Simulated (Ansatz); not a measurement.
**AsF2 (quartet): from Hartree-Fock to the top rungs at a displaced geometry (v2), cc-pVDZ**

The task here is to estimate one member of a computed series from the others.

The runs use Ansatz 0.2.0, Gaussian basis; cc-pVDZ, core rule «outside noble gas», up to 16 orbitals frozen.

The runs, in order: UHF; CCSD(T) on ROHF; CCSD(T) on UHF; BCCD(T) on ROHF; CISD as a restricted active space (open shells left free, so some higher excitations enter); CCSDT(Q) on ROHF; CCSDT(Q) on UHF; CASSCF and MRCISD+Q, 15 electrons in 10 orbitals; CASSCF and NEVPT2, 15 electrons in 10 orbitals.

27 further runs of the same task are left out: 2 for a known fault of the program, 13 that didn't finish, 12 set aside as unsound or not needed. Runs told in other sessions of the task aren't counted.

## What is computed

The geometry is a PBE0/def2-TZVP stationary point (not a proven minimum) with its atoms shifted at random (size 0.100 Å). No spin-orbit coupling is included. The filled d shell of As may be among the frozen orbitals whatever the setting's name suggests.

3 atoms, charge 0, spin multiplicity 4.

Atoms are counted from 1 here; the program's logs count them from 0.

Bond lengths: As1–F2 1.796 Å, As1–F3 1.806 Å. Angles: F2–As1–F3 171.9°.

Set-up of the first run:

Input file in.yaml:

```yaml
crystal:
  periodic: [false, false, false]
  atoms:
    - {symbol: As, position_ang: [0.084376, 0.005225, -0.005002]}
    - {symbol: F, position_ang: [-0.080498, 0.013599, -1.793409]}
    - {symbol: F, position_ang: [-0.003878, -0.018825, 1.798411]}
basis:
  gaussian: {orbitals: cc-pVDZ}
magnetization: {spin_polarized: true, initial_magnetization: 3}
hamiltonian: {xc: hf}
output: {orbitals: {seedname: orbitals}}
```

On the command line:

```sh
$ ansatz run in.yaml --threads 1 --pin off --events-out ev --progress --plain --max-ram 2393MiB
```

Among the steps run: UHF; CCSD(T) on ROHF; CCSD(T) on UHF; BCCD(T) on ROHF; CISD as a restricted active space (open shells left free, so some higher excitations enter); CCSDT(Q) on ROHF; CCSDT(Q) on UHF; CASSCF and MRCISD+Q, 15 electrons in 10 orbitals; CASSCF and NEVPT2, 15 electrons in 10 orbitals.

One table of the session follows, with a row left open; its other results are not shown here.

```
          method  from UCCSDT(Q) (meV)
            ROHF              +13012.7
             UHF              +12650.4
            RMP2                +549.6
            UMP2                +710.4
           RCCSD                +342.7
           UCCSD                +311.2
        RCCSD(T)                 +76.7
        UCCSD(T)                 +67.7
         BCCD(T)                 +74.4
          RCCSDT                 +52.7
          UCCSDT                 +38.2
       RCCSDT(Q)                 +18.4
       UCCSDT(Q)                     0
  CASSCF valence              +11860.3
  NEVPT2 valence                     ?
  MRCISD valence               +1134.1
MRCISD+Q valence                +205.9
```

Estimate the missing values for NEVPT2 valence.

The run gave: from UCCSDT(Q) (meV): +1110.0. In the column «from UCCSDT(Q) (meV)» it lies between UMP2 (+710.4) and MRCISD valence (+1134.1).

Not comparable, so not listed: CISD as a restricted active space (open shells left free, so some higher excitations enter) (they don't share determinant, frozen orbitals or solution with the rows shown, or repeat one).

Caveats from the session: Restricted and unrestricted rows rest on different reference determinants; a gap between their highest levels can come from leftover correlation error, from unlike frozen cores or from another state.
